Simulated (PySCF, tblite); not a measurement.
# C6H13FOSi2: geometry, infrared bands and NMR shifts

Aim: predict the infrared bands and NMR shifts of C6H13FOSi2 (`C#C[C@@H](F)C[C@H]([SiH3])CO[SiH3]`).

The runs use tblite 0.8.0 and PySCF 2.14.0, with density-fitted response routines of our own; the level of theory stands in each step. All values are computed, except where a source is named. Atoms are numbered from 0 throughout.

## (1) The molecule as given

23 atoms, charge 0, multiplicity 1; geometry from: force field or distance geometry start.

Bonds of the start (Å): C0–C1 1.22, C1–C2 1.48, C2–F3 1.37, C2–C4 1.50, C4–C5 1.49, C5–Si6 1.84, C5–C7 1.53, C7–O8 1.37, O8–Si9 1.71, C0–H10 1.06, C2–H11 1.13, C4–H12 1.11, C4–H13 1.13, C5–H14 1.09, Si6–H15 1.47, Si6–H16 1.47, Si6–H17 1.46, C7–H18 1.11, C7–H19 1.11, Si9–H20 1.50, Si9–H21 1.45, Si9–H22 1.45.

## (2) Geometry optimisation with GFN2-xTB

Job settings and geometry (Å):

```
{"job": {"kind": "relax", "xc": "GFN2-xTB", "basis": "xTB"}, "charge": 0, "multiplicity": 1}
C     -2.456900     3.454400    -0.855600
C     -2.343300     2.288800    -0.528900
C     -2.192600     0.874200    -0.123300
F     -3.161400     0.103800    -0.710400
C     -0.786300     0.490100    -0.457300
C     -0.422400    -0.923000    -0.147100
Si    -0.569300    -1.381200     1.628900
C      1.013900    -1.125900    -0.645000
O      1.850700    -0.245600    -0.004700
Si     3.486300    -0.372700    -0.480500
H     -2.562300     4.470600    -1.153700
H     -2.260100     0.876000     1.002400
H     -0.145600     1.259100     0.015500
H     -0.665300     0.635600    -1.571000
H     -1.083200    -1.570600    -0.732500
H      0.351800    -2.499200     1.897700
H     -1.909200    -1.893400     1.971400
H     -0.239400    -0.290200     2.547600
H      0.963600    -0.905900    -1.730300
H      1.307400    -2.193400    -0.547900
H      3.845600     0.970600    -1.036800
H      4.390900    -0.683300     0.612400
H      3.582300    -1.311700    -1.581700
```

Command:

```console
$ OMP_NUM_THREADS=1 python probes_run.py task.json out
```

This one command runs all jobs of the session in turn.

**Question.** This job is followed by: GFN2-xTB harmonic vibrations, gas phase; GIAO PBE0/pcSseg-1 NMR shielding, non-relativistic, gas phase. Predict these results of the whole session: strongest single infrared mode (GFN2-xTB); zero-point energy (GFN2-xTB); 13C shifts against TMS (PBE0/pcSseg-1); 1H shifts against TMS (PBE0/pcSseg-1, means over atoms taken as alike); 19F shifts against CFCl3 (PBE0/pcSseg-1); 29Si shifts against TMS (PBE0/pcSseg-1); 17O shifts against H2O (PBE0/pcSseg-1); surface potential, 1st and 99th percentile.

As calculated:

| quantity | value |
| --- | --- |
| strongest single infrared mode (GFN2-xTB) | 2226 cm⁻¹, 437 km/mol |
| zero-point energy (GFN2-xTB) | 102.9 kcal/mol |
| 13C shifts against TMS (PBE0/pcSseg-1) | 86.4, 84.1, 84.1, 72.2, 45.8, 26.9 ppm |
| 1H shifts against TMS (PBE0/pcSseg-1, means over atoms taken as alike) | 5.19, 4.88, 4.31, 3.87, 3.50, 2.23, 2.16, 1.98, 1.61 ppm |
| 19F shifts against CFCl3 (PBE0/pcSseg-1) | -215.1 ppm |
| 29Si shifts against TMS (PBE0/pcSseg-1) | -35.7, -71.0 ppm |
| 17O shifts against H2O (PBE0/pcSseg-1) | 13.0 ppm |
| surface potential, 1st and 99th percentile | -1.06 V and 1.50 V |

In words: Over 133 steps the energy fell by 0.730 eV; of the close pairs, O8–Si9 changed most, 1.708 to 1.620 Å. The lowest mode is slightly imaginary (7i cm⁻¹), a soft motion within the noise of the Hessian, so the minimum is not strictly shown. The strongest single mode, at 2226 cm⁻¹, moves mainly H16. GFN2-xTB is a fitted tight-binding method: band positions and strengths are rough. Its intensities can rank the bands wrongly. The most deshielded hydrogen is H11 (hydrogen on a propargylic sp3 CH bonded to F), at 5.19 ppm: its carbon carries F, hence the downfield position. At PBE0/pcSseg-1: The widest tensor belongs to C1: span 306 ppm, with a paramagnetic part of -156 ppm.
